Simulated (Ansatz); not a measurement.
# CH₃Cl₂FOSW: how energies converge with the basis set

An exercise on one series of results from a longer session: the logs are not shown, and one member is left open.

Program: Ansatz 0.2.0, Gaussian basis. Level of theory: one geometry, several basis sets. These are calculated values, not measurements.

The runs, in order: PBE0-D4/def2-SVP; ωB97M-V/def2-SVP; PBE0-D4/def2-QZVPP; ωB97M-V/def2-QZVPP; the functionals' def2-TZVPP values are taken from earlier runs.

## The relaxed structure

An earlier PBE0-D4 in a triple-zeta def2 set relaxation fixed the geometry. W takes the def2 core potential; no spin-orbit term is included.

SMILES `C[O][W]([F])(=[S])([Cl])[Cl]`, 10 atoms, charge 0, spin multiplicity 1.

Atoms are counted from 1 here; the program's logs count them from 0.

Bond lengths: C1–O2 1.398 Å, C1–H8 1.093 Å, C1–H9 1.095 Å, C1–H10 1.091 Å, O2–W3 1.839 Å, W3–F4 1.867 Å, W3–S5 2.099 Å, W3–Cl6 2.292 Å, W3–Cl7 2.312 Å. Angles: O2–C1–H8 110.2°, O2–C1–H9 108.8°, O2–C1–H10 108.6°, H8–C1–H9 109.6°, H8–C1–H10 109.7°, H9–C1–H10 109.8°, C1–O2–W3 144.1°, O2–W3–F4 88.2°, O2–W3–S5 104.6°, O2–W3–Cl6 151.3°, O2–W3–Cl7 85.3°, F4–W3–S5 106.8°, F4–W3–Cl6 84.8°, F4–W3–Cl7 147.4°, S5–W3–Cl6 104.0°, S5–W3–Cl7 105.8°, Cl6–W3–Cl7 85.8°.

Set-up of the first run:

in.yaml reads:

```yaml
crystal:
  periodic: [false, false, false]
  atoms:
    - {symbol: C, position_ang: [0.450244, -1.721752, -0.196019]}
    - {symbol: O, position_ang: [-0.037555, -0.469836, -0.582508]}
    - {symbol: W, position_ang: [-0.408558, 1.231581, 0.007714]}
    - {symbol: F, position_ang: [-2.209776, 0.747663, 0.082989]}
    - {symbol: S, position_ang: [-0.176824, 2.443828, -1.690275]}
    - {symbol: Cl, position_ang: [-0.952475, 2.708009, 1.674337]}
    - {symbol: Cl, position_ang: [1.675522, 1.138159, 1.003228]}
    - {symbol: H, position_ang: [-0.294287, -2.247936, 0.406818]}
    - {symbol: H, position_ang: [1.364674, -1.579453, 0.390182]}
    - {symbol: H, position_ang: [0.672136, -2.301462, -1.093366]}
basis:
  gaussian: {orbitals: def2-SVP}
hamiltonian: {xc: pbe0, dispersion: d4}
output: {orbitals: {seedname: orbitals}}
```

Command:

```console
$ ansatz run in.yaml --threads 2 --pin off --events-out ev --progress --plain --max-ram 32768MiB --backend cpu
```

Steps of the session up to this table: PBE0-D4 in def2-SVP; ωB97M-V in def2-SVP; PBE0-D4 in def2-QZVPP; ωB97M-V in def2-QZVPP.

One table of the session follows, with a row left open; its other results are not shown here.

```
functional       basis  HOMO (eV)  LUMO (eV)
   PBE0-D4    def2-SVP      -8.35      -3.52
   PBE0-D4  def2-TZVPP      -8.31      -3.43
   PBE0-D4  def2-QZVPP          ?          ?
   ωB97M-V    def2-SVP     -10.40      -1.40
   ωB97M-V  def2-TZVPP     -10.40      -1.34
   ωB97M-V  def2-QZVPP     -10.42      -1.38
```

Q: Estimate the row for PBE0-D4, def2-QZVPP from the others.

**Answer.** HOMO (eV): -8.32; LUMO (eV): -3.45. In the column «HOMO (eV)» it lies between PBE0-D4, def2-SVP (-8.35) and PBE0-D4, def2-TZVPP (-8.31).
